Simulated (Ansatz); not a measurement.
I need the interaction energy of a dimer with the counterpoise correction of F2Si, SMILES F[Si]F. Use Ansatz 0.2.0 through its Python package. Level of theory (for the species named): r2SCAN, cc-pVDZ basis, multiplicity 1.

```xyz
3

F     0.1474    1.3125    0.2263
Si   -0.5714   -0.0444   -0.3170
F     0.4240   -1.2680    0.0907
```

`f2si.py`:
```python
"""Binding of a F2Si dimer at a trial geometry."""

import ansatz
import numpy as np

BASIS_SET = "cc-pVDZ"
FUNCTIONAL = "r2scan"

FIRST = [
    ("F", (0.1474, 1.3125, 0.2263)),
    ("Si", (-0.5714, -0.0444, -0.317)),
    ("F", (0.424, -1.2681, 0.0907)),
]
SECOND = [
    ("F", (-3.0354, -1.2476, 1.8767)),
    ("Si", (-3.9638, -1.4882, 0.5603)),
    ("F", (-5.3262, -2.199, 1.1015)),
]

def energy(atoms, ghosts=()):
    molecule = ansatz.Crystal.molecule()
    for symbol, xyz in atoms:
        molecule = molecule.atom(symbol, xyz)
    calc = (
        molecule.calculation()
        .basis(gaussian=BASIS_SET)
        .functional(FUNCTIONAL)
    )
    deck = calc.input()
    if ghosts:
        deck = deck.set(ansatz.key.basis.gaussian.ghost_atoms, [{"symbol": s, "position_ang": list(xyz)} for s, xyz in ghosts])
    return ansatz.Session.from_dict(deck).plan().execute().report["free_energy_ev"]


def main() -> None:
    # ghost atoms carry the functions of the partner
    direction = np.array([-0.897, -0.3591, 0.2575])
    print("shift (A)   counterpoise-corrected interaction (kJ/mol)")
    for shift in (-0.3, 0.0, 0.4, 1.0, 2.0):
        moved = [(s, tuple(np.round(np.array(xyz) + shift * direction, 4))) for s, xyz in SECOND]
        gain = energy(FIRST + moved) - energy(FIRST, moved) - energy(moved, FIRST)
        print(f"{shift:8.2f} {96.485332 * gain:14.3f}")


if __name__ == "__main__":
    main()
```

Output of `python f2si.py`:
```text
shift (A)   counterpoise-corrected interaction (kJ/mol)
   -0.30          3.166
    0.00         -0.158
    0.40         -1.179
    1.00         -0.710
    2.00         -0.121
```

Caveats:
- The dimer is a generated trial pose of unrelaxed monomers, not a minimum, so the figure is no binding energy, and the basis set is small.
- This level lacks the dispersion part of the attraction (electrostatics and induction are there), which can decide the sign where the interaction is weak.
- It ran for 55 s on 1 thread of Arm Neoverse V1, with other jobs on the host, peak memory 0.21 GiB.
